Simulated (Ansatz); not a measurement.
**InI: how energies converge with the basis set**

The task here is to estimate one member of a computed series from the others.

The runs use Ansatz 0.2.0, Gaussian basis; one geometry, several basis sets.

Levels to be run: PBE0-D4/def2-SVP; ωB97M-V/def2-SVP; PBE0-D4/def2-QZVPP; ωB97M-V/def2-QZVPP; the functionals' def2-TZVPP values are taken from earlier runs.

### The geometry

All runs share one geometry, relaxed beforehand with PBE0-D4 in a triple-zeta def2 set. In, I take the def2 core potential; no spin-orbit term is included.

2 atoms, charge 0, spin multiplicity 1.

Atoms are counted from 1 here; the program's logs count them from 0.

Bond lengths: In1–I2 2.771 Å.

Set-up of the first run:

in.yaml

```yaml
crystal:
  periodic: [false, false, false]
  atoms:
    - {symbol: In, position_ang: [0.000000, 0.000000, 0.008980]}
    - {symbol: I, position_ang: [-0.000000, -0.000000, 2.780230]}
basis:
  gaussian: {orbitals: def2-SVP}
hamiltonian: {xc: pbe0, dispersion: d4}
output: {orbitals: {seedname: orbitals}}
```

The run is started by

```sh
> ansatz run in.yaml --threads 4 --pin off --events-out ev --progress --plain --max-ram 10444MiB
```

Among the steps run: PBE0-D4 in def2-SVP; ωB97M-V in def2-SVP; PBE0-D4 in def2-QZVPP; ωB97M-V in def2-QZVPP.

One of the session's tables, all rows but one given; the rest of the session is left out.

It belongs to the step «Functionals by basis». 

| functional | basis | HOMO (eV) | LUMO (eV) |
| --- | --- | --- | --- |
| PBE0-D4 | def2-SVP | -6.80 | -1.95 |
| PBE0-D4 | def2-TZVPP | -6.82 | -1.97 |
| PBE0-D4 | def2-QZVPP | -6.82 | -1.98 |
| ωB97M-V | def2-SVP | -8.66 | -0.38 |
| ωB97M-V | def2-TZVPP | -8.71 | -0.48 |
| ωB97M-V | def2-QZVPP | ? | ? |

**Question.** Estimate the row for ωB97M-V, def2-QZVPP.

As computed: HOMO (eV): -8.72; LUMO (eV): -0.52. In the column «HOMO (eV)» it is the lowest.
